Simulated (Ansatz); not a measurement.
# CsZn (CsCl type): how the settings move a single-point run

Aim: see which settings change the result for CsZn (CsCl type), by how much, and at what cost.

Program: Ansatz 0.2.0. Level of theory: reference: DFT, PBE, PAW with Ansatz's default frozen-core files, scalar-relativistic. These are calculated values, not measurements.

**1. The starting structure**

It takes space group Pm-3m (No. 221, cubic). Conventional cell: a = 4.586 Å, b = 4.586 Å, c = 4.586 Å, α = 90.00°, β = 90.00°, γ = 90.00°. Cs (site symmetry m-3m) is surrounded by 8 Zn at 3.97 Å. Zn (site symmetry m-3m) is surrounded by 8 Cs at 3.97 Å.

As a file:

```
Cs Zn
1.0
     4.58604    0.00000    0.00000
     0.00000    4.58604    0.00000
     0.00000    0.00000    4.58604
Cs Zn
1 1
Cartesian
  0.0000 0.0000 0.0000
  2.2930 2.2930 2.2930
```

**2. Reference**

The input, input.yaml:

```yaml
crystal:
  lattice:
    - [4.5860445664, 0.0, 0.0]
    - [0.0, 4.5860445664, 0.0]
    - [0.0, 0.0, 4.5860445664]
  atoms:
    - { symbol: Cs, position: [0.0, 0.0, 0.0] }
    - { symbol: Zn, position: [0.5, 0.5, 0.5] }
kpoints:
  mp_grid: { grid: [8, 8, 8] }
scf:
  occupations: { method: fermi_dirac, width: 0.05 }
hamiltonian:
  xc: pbe
  pseudopotentials: { kind: paw }
output:
  forces: true
  stress: true
  eigenvalues: true
  efg: { contact_densities: true }
  populations: true
  bader: true
  dos: { projected: true, de: 0.2, e_range: [-14, 8] }
  write_density: true
  write_potential: true
  elf: true
  volumetric_format: npy
```

Started as:

```bash
$ ansatz run input.yaml --threads 1 --pin off --max-ram 2048MiB --backend cpu --events-out ev --progress --plain --runs-dir out
```

**3. Variant: occupations.width 0.2**

input.yaml, as its differences from that of step 2:

```diff
@@ -11,3 +11,3 @@
 scf:
-  occupations: { method: fermi_dirac, width: 0.05 }
+  occupations: { method: fermi_dirac, width: 0.2 }
 hamiltonian:
@@ -21,7 +21 @@
   populations: true
-  bader: true
-  dos: { projected: true, de: 0.2, e_range: [-14, 8] }
-  write_density: true
-  write_potential: true
-  elf: true
-  volumetric_format: npy
```

**Question.** What will these runs give? Wanted: for each run, ending; energy change; pressure; gap; force.

The runs gave:

```csv
run,ending,energy change,pressure (GPa),gap (eV),force (eV/Å),cycles,time
reference,converged,0,0.0,0.00,0.00,7,8.1 s
1: occupations.width 0.2,converged,-6.8 meV/atom (σ→0),0.1,0.00,0.00,7,2.5 s
```

Times don't compare one to one where runs were asked for different outputs or read a saved state (see the inputs); cycles may leave out searches for a lower state.

Residual by cycle in the longest SCF loop of each run; runs are numbered as in the table. The quantity is the density residual dr2, in eV.

```csv
cycle,reference,run 1
1,7.2e-4,3.8e-4
2,6.3e-4,3.5e-4
3,2.2e-4,7.5e-5
4,1.5e-5,1.5e-5
5,5.7e-6,4.1e-6
6,3.8e-7,4.3e-7
7,9.8e-8,8.9e-8
```

Changing the smearing moves the energy by -6.8 meV/atom (σ→0 values).
